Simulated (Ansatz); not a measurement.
# CH5GeS radical: a ladder of functionals and wavefunction methods

Aim: compute CH5GeS radical with functionals from several rungs and with coupled cluster. The yardstick is the atomisation energy at the CCSD(T) limit.

The runs use Ansatz 0.2.0, Gaussian basis; functionals in def2-TZVPP, the program's frozen cores in correlated methods.

Levels to be run: LDA (SPW92), PBE-D4, revPBE-D4, BLYP-D4, r2SCAN-D4, B97M-V, PBE0-D4, B3LYP-D4, r2SCANh-D4, r2SCAN0-D4, HSE06-D4, BHLYP-D4, CAM-B3LYP-D4, LC-ωPBE, ωB97X-V, ωB97M-V, B2PLYP, PBE-QIDH; CCSD(T)/def2-SVP; CCSD(T)/def2-TZVPP; MP2/def2-QZVPP; extrapolation to the limit; RPA on PBE.

## Step 1: The geometry

All runs share one geometry, relaxed beforehand with PBE0-D4 in a triple-zeta def2 set.

SMILES `[CH3][GeH][SH]`, 8 atoms, charge 0, spin multiplicity 2.

Atoms are counted from 1 here; the program's logs count them from 0.

Bond lengths: C1–Ge2 1.966 Å, C1–H4 1.092 Å, C1–H5 1.090 Å, C1–H6 1.091 Å, Ge2–S3 2.230 Å, Ge2–H7 1.552 Å, S3–H8 1.343 Å. Angles: Ge2–C1–H4 108.9°, Ge2–C1–H5 110.3°, Ge2–C1–H6 109.7°, H4–C1–H5 109.3°, H4–C1–H6 109.5°, H5–C1–H6 109.1°, C1–Ge2–S3 110.3°, C1–Ge2–H7 111.3°, S3–Ge2–H7 103.3°, Ge2–S3–H8 94.5°.

## Step 2: LDA

This LDA is Slater exchange with PW92 correlation.

The input, in.yaml:

```yaml
crystal:
  periodic: [false, false, false]
  atoms:
    - {symbol: C, position_ang: [-0.733304, 0.635152, -0.565766]}
    - {symbol: Ge, position_ang: [0.934594, -0.393299, -0.399911]}
    - {symbol: S, position_ang: [1.033815, -1.391604, 1.591237]}
    - {symbol: H, position_ang: [-0.786310, 1.357766, 0.250973]}
    - {symbol: H, position_ang: [-1.594803, -0.030382, -0.514954]}
    - {symbol: H, position_ang: [-0.745848, 1.162722, -1.520364]}
    - {symbol: H, position_ang: [2.173112, 0.541243, -0.392227]}
    - {symbol: H, position_ang: [-0.189056, -1.938697, 1.495014]}
basis:
  gaussian: {orbitals: def2-TZVPP}
magnetization: {spin_polarized: true, initial_magnetization: 1}
hamiltonian: {xc: lda}
output: {orbitals: {seedname: orbitals}}
```

The runs that follow: PBE-D4 (GGA); revPBE-D4 (GGA); BLYP-D4 (GGA); r2SCAN-D4 (meta-GGA); B97M-V (meta-GGA); PBE0-D4 (hybrid); B3LYP-D4 (hybrid); r2SCANh-D4 (hybrid); r2SCAN0-D4 (hybrid); HSE06-D4 (hybrid); BHLYP-D4 (hybrid); CAM-B3LYP-D4 (range-separated); LC-ωPBE-D4 (range-separated); ωB97X-V (range-separated); ωB97M-V (range-separated); B2PLYP (double hybrid); PBE-QIDH (double hybrid); CCSD(T) in def2-SVP; CCSD(T) in def2-TZVPP; MP2 in def2-QZVPP; RPA on PBE orbitals.

Before running them: what should the planned runs give, taken together? Wanted: atomisation energy, CCSD(T)/CBS; farthest beyond LDA; mean size of error, GGA; mean size of error, meta-GGA; mean size of error, hybrid; mean size of error, range-separated; mean size of error, double hybrid; gap, smallest and largest; T1 diagnostic.

As calculated:

```
                               quantity                                                                                                                         value
        atomisation energy, CCSD(T)/CBS                                                                                                                 2479.7 kJ/mol
 functionals within 24.8 kJ/mol (1.0 %)  revPBE-D4, BLYP-D4, r2SCAN-D4, PBE0-D4, B3LYP-D4, r2SCANh-D4, r2SCAN0-D4, HSE06-D4, CAM-B3LYP-D4, ωB97X-V, ωB97M-V, PBE-QIDH
                    farthest beyond LDA                                                                                                       BHLYP-D4 (-56.3 kJ/mol)
                mean size of error, GGA                                                                                                                   23.6 kJ/mol
           mean size of error, meta-GGA                                                                                                                   24.5 kJ/mol
             mean size of error, hybrid                                                                                                                   13.5 kJ/mol
    mean size of error, range-separated                                                                                                                   11.3 kJ/mol
      mean size of error, double hybrid                                                                                                                   23.9 kJ/mol
              gap, smallest and largest                                                                                      0.82 eV (LDA (SPW92)), 7.99 eV (LC-ωPBE)
                          T1 diagnostic                                                                                                                        0.0130
triples share of the correlation energy                                                                                                                         3.9 %
```

In words: The LDA atomisation energy is off by 337.9 kJ/mol (14 %): it overbinds. PBE-D4 is off by +27.9 kJ/mol. Double hybrids carry the basis error of their MP2 part in triple zeta, and no dispersion term here, so their miss is partly the set-up's. The rungs range-separated, hybrid, GGA, double hybrid, meta-GGA miss on average by less than the doubt on the reference (24.8 kJ/mol), so they tie. The reference freezes the cores and leaves out relativity and excitations past (T), and its outer-core shells are covered unevenly, so misses under about 24.8 kJ/mol can't be ranked. Hartree-Fock recovers 73 % of the binding; the rest is correlation. CCSD(T) in def2-SVP is off by -159.9 kJ/mol, which most functionals beat. The gap grows from 0.8 to 8.0 eV across the functionals, mostly with the share of exact exchange. Correlated methods include outer-core shells of Ge, which these sets cover unevenly.
